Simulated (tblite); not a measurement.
# C4H15NSi3: the cost of one run

Programs: tblite 0.8.0 and PySCF 2.14.0, with density-fitted response routines of our own. Each step states its level of theory. These are calculated values for one molecule in the gas phase, unless marked as measured. Atoms are numbered from 0 throughout.

### 1 The molecule as given

23 atoms, charge 0, multiplicity 1; geometry from: force field or distance geometry start.

Bonds of the start (Å): C0–Si1 1.87, Si1–C2 1.84, C2–C3 1.51, C3–C4 1.53, C4–N5 1.42, N5–Si6 1.82, N5–Si7 1.80, C4–C2 1.47, C0–H8 1.12, C0–H9 1.13, C0–H10 1.10, Si1–H11 1.48, Si1–H12 1.48, C2–H13 1.13, C3–H14 1.10, C3–H15 1.10, C4–H16 1.12, Si6–H17 1.44, Si6–H18 1.48, Si6–H19 1.47, Si7–H20 1.47, Si7–H21 1.46, Si7–H22 1.49.

### 2 Geometry optimisation with GFN2-xTB

Job settings and geometry (Å):

```
{"job": {"kind": "relax", "xc": "GFN2-xTB", "basis": "xTB"}, "charge": 0, "multiplicity": 1}
C     -3.655200    -0.188500     0.342800
Si    -1.847900    -0.657600     0.367900
C     -0.899000     0.794400    -0.258700
C      0.099400     0.502100    -1.358200
C      0.532200     1.023600     0.010000
N      1.327500     0.215500     0.860400
Si     2.995200     0.932400     0.822400
Si     1.575300    -1.454300     0.239300
H     -3.910500     0.141600    -0.697400
H     -3.882800     0.687400     1.012600
H     -4.335600    -1.008000     0.603500
H     -1.710100    -1.791900    -0.573700
H     -1.409800    -1.056300     1.726500
H     -1.526300     1.708900    -0.468800
H      0.095100     1.246100    -2.171900
H      0.229800    -0.570000    -1.556700
H      0.833900     2.104600    -0.024300
H      3.167800     2.015400     1.763300
H      3.950800    -0.149100     1.142100
H      3.252600     1.338600    -0.563000
H      2.013100    -1.467000    -1.159800
H      0.417500    -2.316700     0.442600
H      2.682100    -2.024300     1.055000
```

Launch:

```sh
> OMP_NUM_THREADS=1 python probes_run.py task.json out
```

One launch serves the whole session: the jobs run in the order shown.

**Question.** How long does this first job take on 1 thread of Intel Xeon at 2.50GHz, shared host?

About 5.6 s.
